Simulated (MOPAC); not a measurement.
**AM1 run of CH4ClIOSi (SMILES CO[SiH](Cl)I)**

Aim: a geometry optimisation of CH4ClIOSi. 

The results are computed with MOPAC 23.2.5.

3 further runs of the same task are left out: 1 that didn't finish, 2 set aside as unsound or not needed.

**1. Starting point**

The species is CH4ClIOSi (9 atoms), meant as a singlet with charge 0. As SMILES, `CO[SiH](Cl)I`. All atoms were displaced at random from a relaxed shape. The run starts from this shape.

Bond lengths: C1–O2 1.424 Å, O2–Si3 1.627 Å, Si3–Cl4 2.039 Å, Si3–I5 2.425 Å, C1–H6 1.112 Å, C1–H7 1.073 Å, C1–H8 1.099 Å, Si3–H9 1.485 Å. Some angles: C1–O2–Si3 123.4°, O2–Si3–Cl4 111.4°, O2–Si3–I5 105.4°, Cl4–Si3–I5 110.4°, O2–C1–H6 110.3°, O2–C1–H7 111.5°, O2–C1–H8 106.5°, O2–Si3–H9 112.5°, Cl4–Si3–H9 107.8°, I5–Si3–H9 109.2°.

**2. A structure relaxation at AM1**

run.mop reads:

```
AM1 BONDS CYCLES=300 EF PRECISE DISP GNORM=0.02 THREADS=1 AUX(PRECISION=6)
CH4ClIOSi optimise

C     -0.557938     0.125972     1.327873
O     -0.305669     0.678467     0.039454
Si     0.586311    -0.069377    -1.097572
Cl    -0.151002    -1.922289    -1.522039
I      0.464810     1.358178    -3.054699
H     -1.145977    -0.812923     1.235606
H      0.353627    -0.061895     1.861234
H     -1.160420     0.865459     1.872838
H      2.006748    -0.226332    -0.693656
```

On the command line:

```
mopac run.mop
```

What values should one expect? Wanted: total energy at the end; dipole moment; HOMO energy; LUMO energy; HOMO–LUMO gap; heat of formation.

Computed results:

At AM1:

| quantity | value |
| --- | --- |
| total energy at the end | -48.18080 Eh |
| dipole moment | 2.59 D |
| HOMO energy | -10.77 eV |
| LUMO energy | -1.83 eV |
| HOMO–LUMO gap | 8.93 eV |
| heat of formation | -101.6 kcal/mol |

What this shows: At the final geometry: Bond lengths: C1–O2 1.396 Å, O2–Si3 1.769 Å, Si3–Cl4 2.059 Å, Si3–I5 2.455 Å, C1–H6 1.121 Å, C1–H7 1.121 Å, C1–H8 1.123 Å, Si3–H9 1.461 Å. Some angles: C1–O2–Si3 113.5°, O2–Si3–Cl4 109.0°, O2–Si3–I5 108.1°, Cl4–Si3–I5 111.7°, O2–C1–H6 110.7°, O2–C1–H7 111.2°, O2–C1–H8 105.6°, O2–Si3–H9 111.0°, Cl4–Si3–H9 108.8°, I5–Si3–H9 108.3°. The optimisation took 70 steps and changed the energy by -0.440 eV.
